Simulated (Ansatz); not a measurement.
# NbRu3C (Pm-3m) in Ansatz: a series of runs, part 2 of 2

Ansatz 0.2.0.

## (3) Relaxation of cell and atoms, PBEsol, target pressure 10 GPa, at which the enthalpy is minimised

input.yaml

```yaml
crystal:
  lattice:
    - [4.065138, 0.0, 0.0]
    - [0.0, 4.065138, 0.0]
    - [0.0, 0.0, 4.065138]
  atoms:
    - { symbol: Ru, position: [0.5, 0.5, 0.0] }
    - { symbol: Ru, position: [0.5, 0.0, 0.5] }
    - { symbol: Ru, position: [0.0, 0.5, 0.5] }
    - { symbol: Nb, position: [0.0, 0.0, 0.0] }
    - { symbol: C, position: [0.5, 0.5, 0.5] }
hamiltonian:
  xc: pbesol
  pseudopotentials: { kind: paw }
kpoints:
  mp_grid: { grid: [7, 7, 7] }
scf:
  occupations: { method: fermi_dirac, width: 0.05 }
output:
  forces: true
  stress: true
  eigenvalues: true
  write_density: true
  write_potential: true
  elf: true
  volumetric_format: npy
relax:
  f_tol: 0.01
  max_steps: 40
  cell: { stress_tol: 0.05, p_target: 10.0 }
```

Potentials or basis: Ansatz PAW.

Run with:

```
> ansatz run input.yaml --threads 2 --pin off --max-ram 5632MiB --backend cpu --events-out ev --progress --plain --runs-dir out
```

Standard output:

```text
Warning: RAYON_NUM_THREADS=2 ignored (pool sized by the plan → 2); use --threads N
Engine: ansatz 0.2.0, aarch64-unknown-linux-gnu
Pseudopotentials: kind: paw
Pseudopotential: Ru, paw, valence charge 16, recommended cutoff 420 eV (normal), Ru.paw.azcp
Pseudopotential: Nb, paw, valence charge 13, recommended cutoff 420 eV (normal), Nb.paw.azcp
Pseudopotential: C, paw, valence charge 4, recommended cutoff 420 eV (normal), C.paw.azcp
Functional definition: PBEsol
  exchange = pbesol_x
  correlation = pbesol_c
Crystal: 5 atoms, lattice volume = 67.178 Å³
Basis set: ecut = 420 eV, 1357 PW (Γ), exchange–correlation on 60×60×60 points (8 copies of the dense FFT grid, shifted against one another)
Bands: 39, of which v1, the nominal top of the filled ones, is band 33 counted from 1 (32 counted from 0)
Symmetry: 48 space group operations
Space group: Pm-3m (ITA 221), of the structure as read, at distance tolerance 4.1e-5 Å
k-points: 20 of 343
Non-local potential: Ru, projectors of the file, l = 0: 3, l = 1: 2, l = 2: 2, l = 3: 1
Non-local potential: Nb, projectors of the file, l = 0: 3, l = 1: 2, l = 2: 2, l = 3: 1
Non-local potential: C, projectors of the file, l = 0: 2, l = 1: 2, l = 2: 1
PAW form: soft (Blöchl's): semilocal exchange-correlation on the pseudo side does not see the compensation charge
PAW frozen core: Ru, regenerated for the run's functional, and the local potential with it (the file was generated under x = pbe(κ = 0.804, μ = 0.2195149727645171), c = pbe(β = 0.06672455060314922))
PAW frozen core: Nb, regenerated for the run's functional, and the local potential with it (the file was generated under x = pbe(κ = 0.804, μ = 0.2195149727645171), c = pbe(β = 0.06672455060314922))
PAW frozen core: C, regenerated for the run's functional, and the local potential with it (the file was generated under x = pbe(κ = 0.804, μ = 0.2195149727645171), c = pbe(β = 0.06672455060314922))
PAW one-centre angular grid: Ru, 590 points (default); XC on 64 Gauss nodes
PAW one-centre angular grid: Nb, 590 points (default); XC on 64 Gauss nodes
[... 114 lines left out ...]
  E_nonlocal   = 1184.035460
  E_hartree    = 1578.647400
  E_xc         = -794.684497
  E_vxc        = -993.282855  (∫ρ·V_xc dr)
  E_paw        = -13311.880386  (= ΣΔE_a)
  E_vpaw       = -783.222257  (= ΣTr[D̂ρ^β])
  E_aug_tail   = -0.000520  (compensation charges beyond the density's cutoff)
  E_ewald      = -8066.327986
  E_core_change = 0.969697  (= ΣΔE_core)
  E_smearing   = -0.018430  (= −TS)
  E_closure    = -0.000000  (closes the sum)
  Σ components = -22191.913762   (vs F -22191.913762, Δ=0.00e0)
--- Forces (eV/Å), atoms counted from 1 ---
  atom   1  Ru     0.00000000    -0.00000000    -0.00000000
  atom   2  Ru    -0.00000000    -0.00000000     0.00000000
  atom   3  Ru    -0.00000000     0.00000000    -0.00000000
  atom   4  Nb     0.00000000    -0.00000000     0.00000000
  atom   5  C      0.00000000     0.00000000     0.00000000
  max |Σ_I F_I| component: 5.17e-28 eV/Å
--- Stress (GPa, compression-positive) ---
       10.000487      -0.000000       0.000000
       -0.000000      10.000487       0.000000
        0.000000       0.000000      10.000487
  P = ⅓ Tr σ = 10.0005 GPa (100.005 kbar)
--- Band table (eV; the first three rows and the last of 20) ---
  k-point 0: bands = ["-50.9372", "-50.8247", "-50.8247", "-33.3997", "-21.4645", "-21.4645", "-21.4645", "-20.7034", "-20.7034", "-20.7034", "-20.6962", "-20.6962", "-20.6962", "-9.4599", "-9.4599", "-9.4599", "7.1828", "15.0251", "16.2548", "16.2548", "16.2634", "16.2634", "16.2634", "18.9759", "18.9759", "18.9759", "19.5768", "19.5768", "19.5768", "20.9032", "20.9032", "23.1363", "23.1792", "23.1792", "23.1792", "24.4791", "24.4791", "25.7008", "25.7008"]
  k-point 1: bands = ["-50.9322", "-50.8296", "-50.8246", "-33.3999", "-21.4563", "-21.4563", "-21.4499", "-20.7121", "-20.7098", "-20.7098", "-20.7049", "-20.6981", "-20.6981", "-9.4721", "-9.4628", "-9.4628", "7.3587", "15.2549", "16.3350", "16.3350", "16.3710", "16.4211", "16.4571", "17.7697", "18.7933", "18.7933", "19.3845", "19.8100", "19.8100", "20.9286", "21.3694", "22.8955", "23.1799", "23.2042", "23.2042", "24.3372", "24.4108", "24.7663", "24.7663"]
  k-point 2: bands = ["-50.9189", "-50.8430", "-50.8245", "-33.4004", "-21.4371", "-21.4371", "-21.4145", "-20.7501", "-20.7294", "-20.7294", "-20.7081", "-20.6978", "-20.6978", "-9.4994", "-9.4693", "-9.4693", "7.8096", "15.6907", "16.2142", "16.5039", "16.5039", "16.6700", "16.8519", "16.9982", "18.5439", "18.5439", "18.9025", "20.2399", "20.2399", "20.9603", "21.1035", "22.2319", "23.1815", "23.2773", "23.2773", "23.3889", "23.3889", "23.8706", "24.0669"]
  k-point 19: bands = ["-50.8656", "-50.8600", "-50.8600", "-33.3974", "-21.8468", "-21.1327", "-21.1327", "-20.9572", "-20.9561", "-20.9561", "-20.5519", "-20.5519", "-20.5489", "-9.4848", "-9.4796", "-9.4796", "10.7912", "13.3210", "13.3210", "13.5785", "16.7668", "17.8277", "17.8843", "17.8843", "19.1222", "19.1222", "19.3250", "20.1563", "20.1563", "21.5444", "21.5444", "22.0678", "22.9194", "23.4752", "23.5004", "23.5004", "23.7076", "23.7076", "25.2240"]
--- Relaxed structure (5 steps of the walk, 5 accepted, 2 SCFs on fresh bases) ---
  F+E_penalty+E_count = -22191.91376223 eV   max|allowed force component| = 5.276e-28 eV/Å   (the final SCF, on the basis selected at the relaxed cell)
  cell:  # Å, volume = 62.4919 Å³
    - [3.9683314688238256, -2.9540956699064632e-33, -2.6005069691791188e-33]
    - [-2.9540956699064632e-33, 3.9683314688238256, 2.567906592516314e-34]
    - [-5.461816951660676e-34, 2.567906592516314e-34, 3.9683314688238256]
  atoms:
    - { symbol: Ru, position: [0.5000000000000001, 0.5000000000000001, -1.2337693246442748e-38] }
    - { symbol: Ru, position: [0.5000000000000001, -7.711058276258268e-38, 0.5000000000000001] }
    - { symbol: Ru, position: [4.34903686834013e-37, 0.5000000000000001, 0.5000000000000001] }
    - { symbol: Nb, position: [-4.788567191054919e-37, -1.542211660070497e-38, 4.935077297476622e-38] }
    - { symbol: C, position: [0.5000000000000001, 0.5000000000000001, 0.5000000000000001] }
```

rho_z.tsv:

```text
# z_ang	rho[e/angstrom^3]
# format = ansatz-planar-average/11
# lattice	3.968331469	-0.000000000	-0.000000000
# lattice	-0.000000000	3.968331469	0.000000000
# lattice	-0.000000000	0.000000000	3.968331469
# sites	5
# site	44	1.984165734	1.984165734	-0.000000000
# site	44	1.984165734	-0.000000000	1.984165734
# site	44	-0.000000000	1.984165734	1.984165734
# site	41	-0.000000000	-0.000000000	0.000000000
# site	6	1.984165734	1.984165734	1.984165734
0.000000	1.536500e0
0.146975	1.472397e0
0.293950	1.284187e0
0.440926	1.004580e0
0.587901	7.150435e-1
0.734876	5.021756e-1
[... 19 lines left out ...]
3.674381	1.284187e0
3.821356	1.472397e0
```

v_z.tsv:

```text
# z_ang	v_es[eV]	v_tot[eV]
# format = ansatz-planar-average/11
# xc	pbesol
# density_cutoff_ev	1680
# datasets	Ru=:simpson_from_first_knot:soft:shift=-789949	Nb=:simpson_from_first_knot:soft:shift=-741135	C=:simpson_from_first_knot:soft:shift=-124771
# lattice	3.968331469	-0.000000000	-0.000000000
# lattice	-0.000000000	3.968331469	0.000000000
# lattice	-0.000000000	0.000000000	3.968331469
# sites	5
# site	44	1.984165734	1.984165734	-0.000000000
# site	44	1.984165734	-0.000000000	1.984165734
# site	44	-0.000000000	1.984165734	1.984165734
# site	41	-0.000000000	-0.000000000	0.000000000
# site	6	1.984165734	1.984165734	1.984165734
0.000000	-9.069751e-2	-1.489438e1
0.146975	8.518421e-1	-1.381621e1
0.293950	3.485611e0	-1.076979e1
0.440926	7.315269e0	-6.280814e0
0.587901	1.157962e1	-1.231352e0
0.734876	1.536662e1	3.272165e0
[... 19 lines left out ...]
3.674381	3.485611e0	-1.076979e1
3.821356	8.518421e-1	-1.381621e1
```

It took 13 s on 2 threads of Arm Neoverse V2, shared host; peak memory 0.39 GiB.

Results:

| Item | Value |
| --- | --- |
| Free energy | -22191.9138 eV |
| Relaxed volume | 12.50 Å³/atom |
| Relaxed cell | a = 3.968 Å, b = 3.968 Å, c = 3.968 Å, α = 90.00°, β = 90.00°, γ = 90.00° |
| Space group after relaxing (to 0.05 Å) | Pm-3m (No. 221) |
| Energy change on relaxing (the enthalpy is what falls) | -9.6 meV/atom |
| Ionic steps | 7 |
| Pressure after relaxing | 10.0 GPa |
| Band gap on the k mesh | none (metal or under the smearing width) |

The path:
```
step  energy change (eV)  largest force (eV/Å)  volume (Å³)
   1              0.0000                0.0000        67.18
   2              0.3819                0.0000        59.10
   3             -0.0745                0.0000        62.92
   4             -0.0517                0.0000        62.50
   5             -0.0484                0.0000        62.50
   6             -0.0478                0.0000        62.49
   7             -0.0478                0.0000        62.49
```

Final structure:
```
Ru Nb C
1.0
     3.96833    0.00000    0.00000
     0.00000    3.96833    0.00000
     0.00000    0.00000    3.96833
Ru Nb C
3 1 1
Direct
  0.50000 0.50000 0.00000
  0.50000 0.00000 0.50000
  0.00000 0.50000 0.50000
  0.00000 0.00000 0.00000
  0.50000 0.50000 0.50000
```

Caveat: the plane-wave basis is chosen anew once the cell has moved, so the energies of steps on either side of that aren't comparable; the PAW data sets come from PBE, with cores solved anew for the run's functional, which leaves a small shift of forces and pressure.

## (4) Relaxation of cell and atoms, PBEsol, target pressure 20 GPa, at which the enthalpy is minimised

Changes to input.yaml since step 3:

```diff
@@ -29,2 +29,2 @@
   max_steps: 40
-  cell: { stress_tol: 0.05, p_target: 10.0 }
+  cell: { stress_tol: 0.05, p_target: 20.0 }
```

Run with:

```
> ansatz run input.yaml --threads 2 --pin off --max-ram 5632MiB --backend cpu --events-out ev --progress --plain --runs-dir out
```

It took 11 s on 2 threads of Arm Neoverse V2, shared host; peak memory 0.39 GiB.

The run converged. Its results:

```
Free energy                                            : -22191.7614 eV
Relaxed volume                                         : 12.17 Å³/atom
Relaxed cell                                           : a = 3.933 Å, b = 3.933 Å, c = 3.933 Å, α = 90.00°, β = 90.00°, γ = 90.00°
Space group after relaxing (to 0.05 Å)                 : Pm-3m (No. 221)
Energy change on relaxing (the enthalpy is what falls) : +20.9 meV/atom
Ionic steps                                            : 6
Pressure after relaxing                                : 20.0 GPa
Band gap on the k mesh                                 : none (metal or under the smearing width)
```

Step by step:
| step | energy change (eV) | largest force (eV/Å) | volume (Å³) |
| --- | --- | --- | --- |
| 1 | 0.0000 | 0.0000 | 67.18 |
| 2 | 0.6788 | 0.0000 | 57.82 |
| 3 | 0.0418 | 0.0000 | 61.36 |
| 4 | 0.0992 | 0.0000 | 60.86 |
| 5 | 0.1002 | 0.0000 | 60.85 |
| 6 | 0.1046 | 0.0000 | 60.85 |

Final structure:
```yaml
crystal:
  lattice:
    - [3.93328, 0.00000, 0.00000]
    - [0.00000, 3.93328, 0.00000]
    - [0.00000, 0.00000, 3.93328]
  atoms:
    - { symbol: Ru, position: [0.50000, 0.50000, 0.00000] }
    - { symbol: Ru, position: [0.50000, 0.00000, 0.50000] }
    - { symbol: Ru, position: [0.00000, 0.50000, 0.50000] }
    - { symbol: Nb, position: [0.00000, 0.00000, 0.00000] }
    - { symbol: C, position: [0.50000, 0.50000, 0.50000] }
```

Levels at points of the mesh, in eV from the Fermi level:
```csv
k point,band 28,band 29,band 30,band 31,band 32,band 33,band 34,band 35,band 36,band 37
"(0.00, 0.00, 0.00)",-2.95,-2.95,-1.56,-1.56,0.76,0.81,0.81,0.81,2.15,2.15
```

Caveat: the plane-wave basis is chosen anew once the cell has moved, so the energies of steps on either side of that aren't comparable; the PAW data sets come from PBE, with cores solved anew for the run's functional, which leaves a small shift of forces and pressure.

## (5) Relaxation of cell and atoms, PBEsol, target pressure 30 GPa, at which the enthalpy is minimised

Changes to input.yaml since step 4:

```diff
@@ -22,6 +22,2 @@
   eigenvalues: true
-  write_density: true
-  write_potential: true
-  elf: true
-  volumetric_format: npy
 relax:
@@ -29,2 +25,2 @@
   max_steps: 40
-  cell: { stress_tol: 0.05, p_target: 20.0 }
+  cell: { stress_tol: 0.05, p_target: 30.0 }
```

Run with:

```
> ansatz run input.yaml --threads 2 --pin off --max-ram 5632MiB --backend cpu --events-out ev --progress --plain --runs-dir out
```

Wall time 9.7 s (2 threads of Arm Neoverse V2, shared host); peak memory 0.38 GiB.

The run converged. Its results:

```
Free energy                                            : -22191.5376 eV
Relaxed volume                                         : 11.88 Å³/atom
Relaxed cell                                           : a = 3.902 Å, b = 3.902 Å, c = 3.902 Å, α = 90.00°, β = 90.00°, γ = 90.00°
Space group after relaxing (to 0.05 Å)                 : Pm-3m (No. 221)
Energy change on relaxing (the enthalpy is what falls) : +65.7 meV/atom
Ionic steps                                            : 6
Pressure after relaxing                                : 30.0 GPa
Band gap on the k mesh                                 : none (metal or under the smearing width)
```

Step by step:
```csv
step,energy change (eV),largest force (eV/Å),volume (Å³)
1,0.0000,0.0000,67.18
2,0.6788,0.0000,57.82
3,0.2640,0.0000,59.74
4,0.3206,0.0000,59.42
5,0.3232,0.0000,59.41
6,0.3283,0.0000,59.41
```

Final structure:
```
CELL_PARAMETERS angstrom
3.90195 0.00000 0.00000
0.00000 3.90195 0.00000
0.00000 0.00000 3.90195
ATOMIC_POSITIONS crystal
Ru 0.50000 0.50000 0.00000
Ru 0.50000 0.00000 0.50000
Ru 0.00000 0.50000 0.50000
Nb 0.00000 0.00000 0.00000
C 0.50000 0.50000 0.50000
```

Levels at points of the mesh, in eV from the Fermi level:
```csv
k point,band 29,band 30,band 31,band 32,band 33,band 34,band 35,band 36
"(0.00, 0.00, 0.00)",-3.06,-1.61,-1.61,0.79,0.85,0.85,0.85,2.23
```

Caveat: the plane-wave basis is chosen anew once the cell has moved, so the energies of steps on either side of that aren't comparable; the PAW data sets come from PBE, with cores solved anew for the run's functional, which leaves a small shift of forces and pressure.

## (6) Overview

```csv
cell,target pressure (GPa),gap on the mesh (eV),pressure (GPa)
relaxed to 5 GPa,5,none,5.0
relaxed to 10 GPa,10,none,10.0
relaxed to 20 GPa,20,none,20.0
relaxed to 30 GPa,30,none,30.0
```

Alike in all rows: task relaxation of cell and atoms; level PBEsol; potentials or basis Ansatz PAW; no spin polarisation; k mesh 7 × 7 × 7; cutoff (eV) 420; smearing fermi-dirac 0.05 eV.

Caveats: the plane-wave basis is chosen anew once the cell has moved, so the energies of steps on either side of that aren't comparable; the PAW data sets come from PBE, with cores solved anew for the run's functional, which leaves a small shift of forces and pressure.

Absolute energies hang on the potentials; compare differences alone.
